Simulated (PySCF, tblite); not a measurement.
# C5H9BF2Si: geometry, infrared bands and NMR shifts

Wanted: the infrared bands and NMR shifts of C5H9BF2Si (`CC#C[SiH2]CCB(F)F`), by calculation.

Programs: tblite 0.8.0 and PySCF 2.14.0, with density-fitted response routines of our own. Each step states its level of theory. These are calculated values for one molecule in the gas phase, unless marked as measured. Atoms count from 0, in the outputs and in this text.

## 1. Starting geometry

18 atoms, charge 0, multiplicity 1; geometry from: force field or distance geometry start.

Bonds of the start (Å): C0–C1 1.47, C1–C2 1.21, C2–Si3 1.84, Si3–C4 1.82, C4–C5 1.50, C5–B6 1.60, B6–F7 1.46, B6–F8 1.45, C0–H9 1.12, C0–H10 1.12, C0–H11 1.11, Si3–H12 1.49, Si3–H13 1.46, C4–H14 1.12, C4–H15 1.10, C5–H16 1.12, C5–H17 1.09.

## 2. Geometry optimisation with GFN2-xTB

The job: settings as JSON, then the geometry in Å.

```
{"job": {"kind": "relax", "xc": "GFN2-xTB", "basis": "xTB"}, "charge": 0, "multiplicity": 1}
C      3.558800     1.322100    -0.192000
C      2.396400     0.468400     0.106600
C      1.463200    -0.246900     0.373200
Si     0.033000    -1.331600     0.760300
C     -1.246900    -1.086100    -0.514800
C     -1.904700     0.257900    -0.545400
B     -2.656400     0.611600     0.823600
F     -2.868100    -0.457400     1.799800
F     -3.663600     1.653000     0.770400
H      4.348100     1.239600     0.604500
H      4.052300     0.984900    -1.136500
H      3.241600     2.389300    -0.245100
H      0.519400    -2.740500     0.673300
H     -0.405100    -1.177300     2.140200
H     -2.064100    -1.839600    -0.363500
H     -0.817900    -1.301300    -1.509900
H     -2.730100     0.180600    -1.299400
H     -1.264900     1.079500    -0.881700
```

The run is started by

```console
$ OMP_NUM_THREADS=1 python probes_run.py task.json out
```

This one command runs all jobs of the session in turn.

**Question.** This job is followed by: GFN2-xTB harmonic vibrations, gas phase; GIAO PBE0/pcSseg-1 NMR shielding, non-relativistic, gas phase. What will the session give for the following? strongest single infrared mode (GFN2-xTB); zero-point energy (GFN2-xTB); 13C shifts against TMS (PBE0/pcSseg-1); 1H shifts against TMS (PBE0/pcSseg-1, means over atoms taken as alike); 29Si shifts against TMS (PBE0/pcSseg-1); 11B shifts against BF3·OEt2 (PBE0/pcSseg-1); 19F shifts against CFCl3 (PBE0/pcSseg-1, means over atoms taken as alike).

As calculated:

```
                                                                 quantity                            value
                                strongest single infrared mode (GFN2-xTB)            2210 cm⁻¹, 431 km/mol
                                             zero-point energy (GFN2-xTB)                    79.2 kcal/mol
                                   13C shifts against TMS (PBE0/pcSseg-1)  114.7, 81.7, 10.0, 8.0, 6.0 ppm
   1H shifts against TMS (PBE0/pcSseg-1, means over atoms taken as alike)       4.38, 2.09, 1.53, 0.89 ppm
                                  29Si shifts against TMS (PBE0/pcSseg-1)                        -63.5 ppm
                              11B shifts against BF3·OEt2 (PBE0/pcSseg-1)                         28.9 ppm
19F shifts against CFCl3 (PBE0/pcSseg-1, means over atoms taken as alike)                        -67.0 ppm
```

**Reading.** The optimisation took 94 steps and gained 1.074 eV; among the close pairs (by a distance rule), B6–F7 changed most, from 1.463 to 1.319 Å. The lowest mode is imaginary (28i cm⁻¹), so the xTB geometry is not a minimum. The strongest single mode, at 2210 cm⁻¹, moves mainly H12. GFN2-xTB is a fitted tight-binding method: band positions and strengths are rough. Its intensities can rank the bands wrongly. At PBE0/pcSseg-1: The largest span, 318 ppm, is at F7, F8, where the paramagnetic term is -230 ppm.
